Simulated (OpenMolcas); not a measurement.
# Cr²⁺ among point charges: CASSCF levels and susceptibility

Aim: the splitting of the states of Cr²⁺ in the field of 6 point charges, its lowest levels with spin-orbit coupling and its magnetic susceptibility.

The numbers are computed with OpenMolcas 26.06 (state-averaged CASSCF, spin-orbit coupling by RASSI with atomic mean-field integrals), except any that are marked as measured or tabulated.

1 further run of the same task is left out (it didn't finish).

**1. The atom as given**

```
Species                           : Cr²⁺ (chromium, Z = 24, 22 electrons)
Basis                             : ANO-RCC-VDZP [5s4p2d1f], 34 functions
Scalar Hamiltonian                : DKH2, point nucleus
Inactive shells                   : 1s 2s 2p 3s 3p
Active space                      : 4 electrons in 5 orbitals (3d)
Some configurations of this space : 3d4
Orbitals                          : optimised for each spin and parity, averaged over all roots
```

Outer shells as boxes (Hund's rule):

3d4
```
3d [↑ ][↑ ][↑ ][↑ ][  ]
```

The ion sits among 6 point charges of -2.2 e arranged as a trigonal antiprism (D3d), 1.89 Å from the ion, with a polar angle of 53.6° against the regular 54.74°. The active orbitals were held to one l.

Each step is its own input file, run in one work folder so that later steps find the files of earlier ones. Labels, J, g values, rates, χT and fits are worked out afterwards by a script from the matrices that RASSI stores. The input lists half of the charges; inversion (Group=XYZ) makes the rest.

**2. GATEWAY and SEWARD: basis and integrals**

Input file a.inp:

```
&GATEWAY
Coord
1

Cr 0.0 0.0 0.0
Basis=ANO-RCC-VDZP
Group=XYZ
NoMove
AngMom=0.0 0.0 0.0
AMFI
XField
3 Angstrom 0
0.000000 1.522049 1.120476 -2.200000
1.318134 -0.761025 1.120476 -2.200000
1.318134 0.761025 -1.120476 -2.200000
&SEWARD
```

**3. CASSCF: quintets of even parity, 5 roots**

Input file a.inp:

```
&RASSCF
FileOrb=start.orb
Symmetry=1
Spin=5
nActEl=4 0 0
Inactive=3 6
Ras2=5 0
CIRoot=5 5 1
SDav=5
CIMx=300
Iter=120 100
PrWF=0.3
OrbListing=Nothing
MaxOrb=0
SupSym
1
10 4 5 6 7 8 11 12 13 14 15
0
>>> COPY $Project.JobIph JOB001
```

start.orb holds the contracted functions of the basis, ordered by shell, or the orbitals of the step before.

**4. CASSCF: triplets of even parity, 45 roots**

Input file a.inp:

```
&RASSCF
FileOrb=start.orb
Symmetry=1
Spin=3
nActEl=4 0 0
Inactive=3 6
Ras2=5 0
CIRoot=45 45 1
SDav=45
CIMx=300
Iter=120 100
PrWF=0.3
OrbListing=Nothing
MaxOrb=0
SupSym
1
10 4 5 6 7 8 11 12 13 14 15
0
>>> COPY $Project.JobIph JOB002
```

**5. CASSCF: singlets of even parity, 50 roots**

Input file a.inp:

```
&RASSCF
FileOrb=start.orb
Symmetry=1
Spin=1
nActEl=4 0 0
Inactive=3 6
Ras2=5 0
CIRoot=50 50 1
SDav=50
CIMx=300
Iter=120 100
PrWF=0.3
OrbListing=Nothing
MaxOrb=0
SupSym
1
10 4 5 6 7 8 11 12 13 14 15
0
>>> COPY $Project.JobIph JOB003
```

**6. State interaction with spin-orbit coupling**

Input file a.inp:

```
&RASSI
NrOfJobIphs=3 5 45 50
1 2 3 4 5
1 2 3 4 5 6 7 8 9 10 11 12 13 14 15 16 17 18 19 20 21 22 23 24 25 26 27
28 29 30 31 32 33 34 35 36 37 38 39 40 41 42 43 44 45
1 2 3 4 5 6 7 8 9 10 11 12 13 14 15 16 17 18 19 20 21 22 23 24 25 26 27
28 29 30 31 32 33 34 35 36 37 38 39 40 41 42 43 44 45 46 47 48 49 50
IphNames
JOB001
JOB002
JOB003
EJob
SpinOrbit
DIPRint=1.0
SOCoupling=1000.0
Subsets=2
Property=9
'ANGMOM' 1 'ANGMOM' 2 'ANGMOM' 3 'MLTPL  1' 1 'MLTPL  1' 2 'MLTPL  1' 3
'AMFI' 1 'AMFI' 2 'AMFI' 3
SOProperty=3
'ANGMOM' 1 'ANGMOM' 2 'ANGMOM' 3
```

Before running it: what results should come out? Wanted: spin-free ground state; first state of the same spin within the active space; lowest level; next level.

**Answer**, as computed:

| quantity | value |
| --- | --- |
| method | CASSCF |
| spin-free ground state | 5E, 2-fold in its orbital part |
| first state of the same spin within the active space | 5A1 at 9600 cm⁻¹ |
| lowest level | 2-fold E, g = 0.00, 0.00, 7.30 |
| next level | 5.5 cm⁻¹ |
| χT at 300 K | 2.96 cm³ K/mol |
| effective moment at 300 K | 4.86 μB |

What this shows: The spin-free ground state (5E) comes to 100 % from free-ion D terms and keeps the highest spin of the shell. χT at 300 K is 2.96, against 3.01 cm³ K/mol for the spin alone; near agreement at one temperature doesn't show that the orbital moment is quenched. An active space of the d shell alone favours high spin; real ions in strong fields can be low spin. The field of point charges can differ much from that of real complexes. With metal d orbitals alone active, the gaps between spin states are rough; where two lie within a few thousand cm-1, their order is open. Point charges carry no covalency, so the field is a model and not that of real ligands.
